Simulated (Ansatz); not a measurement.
# SbH₂Cl: ionisation energy by level of theory

Aim: the vertical ionisation energy of SbH₂Cl, as cation minus neutral at the neutral's geometry, on several levels, and how well −ε(HOMO) stands in for it.

Program: Ansatz 0.2.0, Gaussian basis. Level of theory: unrestricted cation, the program's frozen cores in correlated methods. These are calculated values, not measurements.

Levels to be run: UKS PBE-D4/def2-TZVPP; UKS r2SCAN-D4/def2-TZVPP; UKS PBE0-D4/def2-TZVPP; UKS B3LYP-D4/def2-TZVPP; UKS wB97X-V/def2-TZVPP; UKS wB97M-V/def2-TZVPP; UKS B2PLYP/def2-TZVPP; UHF-CCSD(T)/def2-TZVPP; UHF-MP2/def2-QZVPP; extrapolation to the limit; then −ε(HOMO) from the neutral's earlier runs with LDA (SPW92), PBE-D4, revPBE-D4, BLYP-D4, r2SCAN-D4, B97M-V, PBE0-D4, B3LYP-D4, r2SCANh-D4, r2SCAN0-D4, HSE06-D4, BHLYP-D4, CAM-B3LYP-D4, LC-ωPBE, ωB97X-V, ωB97M-V.

### 1 Structure used throughout

An earlier PBE0-D4 in a triple-zeta def2 set relaxation fixed the geometry. Sb takes the def2 core potential; no spin-orbit term is included.

SMILES `[Cl][SbH2]`, 4 atoms, charge 0, spin multiplicity 1.

Atoms are counted from 1 here; the program's logs count them from 0.

Bond lengths: Cl1–Sb2 2.356 Å, Sb2–H3 1.712 Å, Sb2–H4 1.712 Å. Angles: Cl1–Sb2–H3 94.4°, Cl1–Sb2–H4 94.4°, H3–Sb2–H4 90.3°.

Coordinates:

```
Cl   -1.78452    0.28867   -0.63146
Sb    0.50209   -0.27528   -0.57760
H     0.37970   -1.18371    0.86891
H     0.95834    1.11002    0.31985
```

### 2 Cation, UKS PBE-D4/def2-TZVPP

in.yaml

```yaml
crystal:
  periodic: [false, false, false]
  atoms:
    - {symbol: Cl, position_ang: [-1.784522, 0.288674, -0.631456]}
    - {symbol: Sb, position_ang: [0.502089, -0.275278, -0.577603]}
    - {symbol: H, position_ang: [0.379697, -1.183714, 0.868908]}
    - {symbol: H, position_ang: [0.958336, 1.110018, 0.319852]}
basis:
  gaussian: {orbitals: def2-TZVPP}
total_charge: 1
magnetization: {spin_polarized: true, initial_magnetization: 1}
hamiltonian: {xc: pbe, dispersion: d4}
```

After this run come: Cation, UKS r2SCAN-D4/def2-TZVPP; Cation, UKS PBE0-D4/def2-TZVPP; Cation, UKS B3LYP-D4/def2-TZVPP; Cation, UKS wB97X-V/def2-TZVPP; Cation, UKS wB97M-V/def2-TZVPP; Cation, UKS B2PLYP (frozen core)/def2-TZVPP; Cation, UHF-CCSD(T)/def2-TZVPP; Cation, UHF-MP2/def2-QZVPP.

Before running them: what should the planned runs give, taken together? Wanted: ionisation energy, CCSD(T)/CBS; nearest functional by difference; nearest −ε(HOMO); −ε(HOMO) of PBE; T1 of the cation.

**Answer**, as computed:

```
                        quantity               value
  ionisation energy, CCSD(T)/CBS            10.20 eV
nearest functional by difference  ωB97X-V (-0.15 eV)
                nearest −ε(HOMO)  LC-ωPBE (+0.02 eV)
                 −ε(HOMO) of PBE             6.57 eV
                T1 of the cation               0.028
```

What this shows: Energy differences with functionals land within 0.51 eV of the reference. The PBE orbital energy is 3.6 eV too small: a semilocal HOMO is no ionisation energy. Among orbital estimates LC-ωPBE comes nearest. Hartree-Fock falls 0.88 eV short, as the neutral has more correlation energy than the cation. Correlated methods include outer-core shells of Sb, which these sets cover unevenly. With outer-core shells in play the reference is unsure by up to some tenths of an eV, so close misses can't be ranked.
